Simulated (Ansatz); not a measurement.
**C₃H₇AlSi: one species, many methods**

Aim: compute C₃H₇AlSi with functionals from several rungs and with coupled cluster. The yardstick is the atomisation energy at the CCSD(T) limit.

Method: functionals in def2-TZVPP, the program's frozen cores in correlated methods; program: Ansatz 0.2.0, Gaussian basis.

The runs, in order: PBE-D4, r2SCAN-D4, PBE0-D4, B3LYP-D4, ωB97X-V, ωB97M-V, B2PLYP; CCSD(T)/def2-TZVPP; MP2/def2-QZVPP; extrapolation to the limit.

### 1 The geometry

The geometry comes from an earlier relaxation with PBE0-D4 in a triple-zeta def2 set; it is a stationary point, not always the lowest conformer.

12 atoms, charge 0, spin multiplicity 1.

Atoms are counted from 1 here; the program's logs count them from 0.

Bond lengths: C1–C2 1.269 Å, C1–Al4 2.050 Å, C1–H6 1.075 Å, C2–C3 1.354 Å, C2–Al4 2.089 Å, C3–Al4 2.332 Å, C3–Si5 1.868 Å, C3–H7 1.090 Å, Al4–H8 1.580 Å, Al4–H9 1.581 Å, Si5–H10 1.485 Å, Si5–H11 1.483 Å, Si5–H12 1.488 Å. Angles: C2–C1–Al4 73.8°, C2–C1–H6 138.6°, Al4–C1–H6 147.6°, C1–C2–C3 152.7°, C1–C2–Al4 70.5°, C3–C2–Al4 82.3°, C2–C3–Al4 62.6°, C2–C3–Si5 121.9°, C2–C3–H7 117.0°, Al4–C3–Si5 111.9°, Al4–C3–H7 109.2°, Si5–C3–H7 118.5°, C1–Al4–C2 35.7°, C1–Al4–C3 70.8°, C1–Al4–H8 115.6°, C1–Al4–H9 114.5°, C2–Al4–C3 35.1°, C2–Al4–H8 115.7° and more.

### 2 PBE-D4 (GGA)

in.yaml reads:

```yaml
crystal:
  periodic: [false, false, false]
  atoms:
    - {symbol: C, position_ang: [-0.875898, 1.389149, 1.380363]}
    - {symbol: C, position_ang: [-0.567906, 1.088205, 0.186888]}
    - {symbol: C, position_ang: [-0.318013, 0.199322, -0.803764]}
    - {symbol: Al, position_ang: [-0.987376, -0.654407, 1.259984]}
    - {symbol: Si, position_ang: [1.420331, -0.325027, -1.243223]}
    - {symbol: H, position_ang: [-0.963829, 2.267775, 1.993045]}
    - {symbol: H, position_ang: [-1.110885, 0.036454, -1.533771]}
    - {symbol: H, position_ang: [-2.437698, -1.248802, 1.059614]}
    - {symbol: H, position_ang: [0.274967, -1.415046, 1.832598]}
    - {symbol: H, position_ang: [1.428496, -1.766972, -1.598209]}
    - {symbol: H, position_ang: [2.304129, -0.069811, -0.080495]}
    - {symbol: H, position_ang: [1.910681, 0.443861, -2.419230]}
basis:
  gaussian: {orbitals: def2-TZVPP}
hamiltonian: {xc: pbe, dispersion: d4}
output: {forces: true, orbitals: {seedname: orbitals}}
```

Launch:

```
> ansatz run in.yaml --threads 4 --pin off --events-out ev --progress --plain --max-ram 10444MiB
```

Further steps of the session: r2SCAN-D4 (meta-GGA); PBE0-D4 (hybrid); B3LYP-D4 (hybrid); ωB97X-V (range-separated); ωB97M-V (range-separated); B2PLYP (double hybrid); CCSD(T) in def2-TZVPP; MP2 in def2-QZVPP.

**Question.** What will the summary of the whole plan be? Wanted: atomisation energy, CCSD(T)/CBS; farthest; mean size of error, hybrid; mean size of error, range-separated; gap, smallest and largest; T1 diagnostic; triples share of the correlation energy.

**Answer**, as computed:

```
                               quantity                                 value
        atomisation energy, CCSD(T)/CBS                         4291.9 kJ/mol
 functionals within 21.5 kJ/mol (0.5 %)   PBE0-D4, B3LYP-D4, ωB97X-V, ωB97M-V
                               farthest                 PBE-D4 (+65.2 kJ/mol)
             mean size of error, hybrid                            5.4 kJ/mol
    mean size of error, range-separated                           12.3 kJ/mol
              gap, smallest and largest  4.66 eV (PBE-D4), 10.81 eV (ωB97X-V)
                          T1 diagnostic                                0.0145
triples share of the correlation energy                                 4.6 %
```

In words: PBE-D4 misses by +65.2 kJ/mol. Double hybrids carry the basis error of their MP2 part in triple zeta, and no dispersion term here, so their miss is partly the set-up's. Misses under about 21.5 kJ/mol are within the doubt on the reference itself, which lacks core-valence correlation, relativity and higher excitations. Hartree-Fock recovers 74 % of the binding; the rest is correlation. Orbital gaps span 4.7 to 10.8 eV; exact exchange widens them.
